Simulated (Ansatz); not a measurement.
# C2H6F2SSi: the cost of one run

Program: Ansatz 0.2.0. Level of theory: RKS r2SCAN/def2-SVP. These are calculated values, not measurements.

1 further run of the same task is left out (it didn't finish).

### Step 1. The structure to begin with

Bond lengths: C1–Si2 1.879 Å, Si2–F3 1.602 Å, Si2–C4 1.798 Å, C4–F5 1.418 Å, C4–S6 1.796 Å, C1–H7 1.108 Å, C1–H8 1.068 Å, C1–H9 1.021 Å, Si2–H10 1.514 Å, C4–H11 1.165 Å, S6–H12 1.334 Å. Angles (14 of 19 angles, heavy atoms first): C1–Si2–F3 106.9°, C1–Si2–C4 115.7°, F3–Si2–C4 107.9°, Si2–C4–F5 109.9°, Si2–C4–S6 115.2°, F5–C4–S6 108.3°, C1–Si2–H10 107.2°, F3–Si2–H10 108.9°, C4–Si2–H10 110.0°, Si2–C1–H7 107.3°, Si2–C1–H8 107.9°, Si2–C1–H9 111.3°, Si2–C4–H11 112.0°, F5–C4–H11 102.8°.

Structure file:

```xyz
12

C     0.1894   -1.9037   -0.0769
Si    0.6253   -0.0953    0.1879
F     1.5742    0.3371   -1.0285
C    -0.7653    1.0436    0.2363
F    -1.5968    0.8373   -0.8937
S    -0.3256    2.7832    0.3018
H    -0.3766   -1.9707   -1.0270
H    -0.4657   -2.2028    0.7112
H     1.0256   -2.4900   -0.0874
H     1.4109   -0.0091    1.4787
H    -1.4819    0.8203    1.1271
H     0.2636    2.7950   -0.8955
```

### Step 2. End point A

File input.yaml:

```yaml
crystal:
  periodic: [false, false, false]
  atoms:
    - { symbol: C, position_ang: [0.1894, -1.9037, -0.0769] }
    - { symbol: Si, position_ang: [0.6253, -0.0953, 0.1879] }
    - { symbol: F, position_ang: [1.5742, 0.3371, -1.0285] }
    - { symbol: C, position_ang: [-0.7653, 1.0436, 0.2363] }
    - { symbol: F, position_ang: [-1.5968, 0.8373, -0.8937] }
    - { symbol: S, position_ang: [-0.3256, 2.7832, 0.3018] }
    - { symbol: H, position_ang: [-0.3766, -1.9707, -1.027] }
    - { symbol: H, position_ang: [-0.4657, -2.2028, 0.7112] }
    - { symbol: H, position_ang: [1.0256, -2.49, -0.0874] }
    - { symbol: H, position_ang: [1.4109, -0.0091, 1.4787] }
    - { symbol: H, position_ang: [-1.4819, 0.8203, 1.1271] }
    - { symbol: H, position_ang: [0.2636, 2.795, -0.8955] }
basis:
  gaussian: { orbitals: def2-SVP }
hamiltonian:
  xc: r2scan
relax:
  f_tol: 0.015
  max_steps: 40
output:
  orbitals: {}
```

On the command line:

```console
$ ansatz run input.yaml --threads 2 --pin off --max-ram 3072MiB --backend cpu --events-out ev --progress --plain --runs-dir out
```

Q: Estimate wall time and peak memory on 2 threads of Intel Xeon Platinum 8488C (Sapphire Rapids), shared host.

About 28 s, with a peak of 0.21 GiB.
